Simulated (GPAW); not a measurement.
SiSe:

```
Si Se
1.0
     3.59520    0.00000    0.00000
    -1.79760    3.11353    0.00000
     0.00000    0.00000    3.59873
Si Se
1 1
Direct
  0.66667 0.33333 0.50000
  0.00000 0.00000 0.00000
```

The cell was built by a generator and needn't be a form met in nature.

```yaml
Program: GPAW 26.7.0
Task: relaxation of cell and atoms
Functional: BLYP
Potentials_or_basis: PAW data sets generated in the run's folder for this functional
Cutoff: 600 eV
Basis: pw
k_mesh: 7 × 7 × 6
Occupations: fermi-dirac, width 0.05 eV
Spin: no spin polarisation
```

At the start: pressure 6.0 GPa; volume 20.14 Å³/atom.

Question: Where does the relaxation end?

Answer: Over 8 steps the energy falls by 51.6 meV/atom and the volume is 23.27 Å³/atom (+15.6 %); space group P-6m2 (No. 187, to 0.05 Å).

Step by step:
```tsv
step	energy change (eV)	largest force (eV/Å)	pressure (GPa)	volume (Å³)
1	0.0000	0.0000	6.05	40.28
2	-0.0225	0.0000	5.01	40.95
3	-0.0902	0.0000	0.75	44.85
4	-0.0953	0.0000	-0.13	45.89
5	-0.0974	0.0000	-0.34	46.25
6	-0.1018	0.0000	-0.47	46.81
7	-0.1031	0.0000	-0.27	46.77
8	-0.1032	0.0000	-0.06	46.55
```

Final structure:
```cif
data_structure
_symmetry_space_group_name_H-M 'P 1'
_symmetry_Int_Tables_number 1
_cell_length_a 3.8313
_cell_length_b 3.8313
_cell_length_c 3.6618
_cell_angle_alpha 90.000
_cell_angle_beta 90.000
_cell_angle_gamma 120.000
_cell_volume 46.55
loop_
_atom_site_label
_atom_site_type_symbol
_atom_site_fract_x
_atom_site_fract_y
_atom_site_fract_z
_atom_site_occupancy
Si1 Si 0.66667 0.33333 0.50000 1
Se1 Se 0.00000 0.00000 0.00000 1
```

Caveat: later steps reuse the first step's grids; the volume moved by over 15 % at a fixed basis, so the end points are rough.
